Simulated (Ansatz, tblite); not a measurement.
# PbS with GFN2-xTB from a Python script

These are simulated results from tblite 0.8.0, not measurements. The cell was built from a prototype and was relaxed with r2SCAN in plane waves (Ansatz 0.2.0). Not every such cell is a known phase. All runs are without spin polarisation.

Space group Fm-3m (No. 225), cubic; conventional cell a = 5.974 Å, 26.66 Å³ an atom. Around Pb lie 6 S at 2.99 Å; around S lie 6 Pb at 2.99 Å.

tblite solves periodic systems at the zone centre alone, so the script builds a cluster of 2×2×2 conventional cells (64 atoms), which folds in a coarse mesh of k points.

Input script:

```python
import json
from ase import Atoms
from ase.build import make_supercell
from ase.units import Bohr, GPa, Hartree
from tblite.interface import Calculator

atoms = Atoms(['Pb', 'S'],
              cell=[[-0.0, 2.987233, 2.987233], [2.987233, 0.0, 2.987233], [2.987233, 2.987233, -0.0]],
              scaled_positions=[[-0.0, 0.0, 0.0], [0.5, 0.5, 0.5]],
              pbc=True)
cluster = make_supercell(atoms, [[-2, 2, 2], [2, -2, 2], [2, 2, -2]])
calc = Calculator('GFN2-xTB', cluster.numbers, cluster.positions / Bohr, lattice=cluster.cell[:] / Bohr, periodic=cluster.pbc)
calc.set('temperature', 0.02 / Hartree)
calc.set('max-iter', 150)
res = calc.singlepoint()
levels = res.get('orbital-energies') * Hartree
nv = round(res.get('orbital-occupations').sum() / 2)
cells = len(cluster) // len(atoms)
out = {'energy_per_cell': res.get('energy') * Hartree / cells, 'homo': levels[nv - 1], 'lumo': levels[nv],
       'stress': (-res.get('virial') * Hartree / cluster.get_volume() / GPa).tolist(), 'charges': res.get('charges')[:len(atoms)].tolist(), 'electrons': 2 * nv / cells}
json.dump(out, open('results.json', 'w'))
for key, value in out.items():
    print(key, value)
```

Command: `python run.py`. It took 3.2 s on 1 thread of Arm Neoverse V2 (shared host), peak memory 0.11 GiB.

Output:

```
------------------------------------------------------------
  cycle        total energy    energy error   density error
------------------------------------------------------------
      1     -179.0658085239  -1.7922795E+02   3.6541860E-01
      2     -180.9305531856  -1.8647447E+00   9.4372912E-02
      3     -181.0787029591  -1.4814977E-01   2.3992855E-02
      4     -181.0815665788  -2.8636197E-03   2.2640687E-02
      5     -181.0909840845  -9.4175057E-03   3.5252184E-03
      6     -181.0912329804  -2.4889586E-04   2.4436788E-04
      7     -181.0912341189  -1.1385812E-06   4.6199849E-05
      8     -181.0912341591  -4.0181249E-08   2.5216720E-06
------------------------------------------------------------

 total:                                   2.681 sec
energy_per_cell -153.99198369790545
homo -9.582241230915889
lumo -8.627707768738102
stress [[-3.263963311239394, 3.032848565953692e-16, -4.291435984917758e-15], [2.7698606930268646e-16, -3.263963311239499, 4.347446757936261e-15], [-4.331594873237869e-15, 4.344934136563237e-15, -3.2639633112394337]]
charges [0.6456195056662981, -0.645619496118001]
electrons 10.0
```

The cycle table is in hartree for the whole cluster, and the lines after it are in eV (the energy for one cell). The printed stress is in GPa and positive in compression, and the pressure is its mean diagonal.

GFN2-xTB gives a gap of 0.95 eV. On the same cell, plane-wave PBE (Ansatz, 8×8×8 k points and the special points) gives a gap of 0.43 eV and r2SCAN a gap of 0.69 eV; on shared hosts these took about 1.5 and 4.1 core-seconds on the 2-atom cell, against 3.2 for the script. Spin-orbit coupling, left out in all these runs, can cut or reorder the gap by tenths of an eV, up to about 1 eV with Pb or Bi. xTB was fitted to molecules, so gaps, charges and pressures of solids can be far off, and the gap also depends on the size of the cluster.

The same script was run on cells scaled at fixed shape and fractional coordinates:

```tsv
volume (Å³/atom)	energy (meV/atom)	pressure (GPa, positive in compression)	gap (eV)
23.46	-6.3	3.25	1.01
25.06	-19.7	-0.58	0.99
26.66	0.0	-3.26	0.95
28.26	37.3	-3.96	0.92
29.86	93.7	-6.76	0.88
```

The pressure crosses zero near 24.8 Å³/atom, but the curve is too rough for a fit.

xTB was fitted mostly to molecules, and a small cluster samples few k points, so gaps, pressures and kinks along a curve can be far from a solid's.

Spin-orbit coupling is left out; in compounds of Pb, Bi, Tl or Hg it can lower a gap by up to about 1 eV, split its edges or invert the bands.
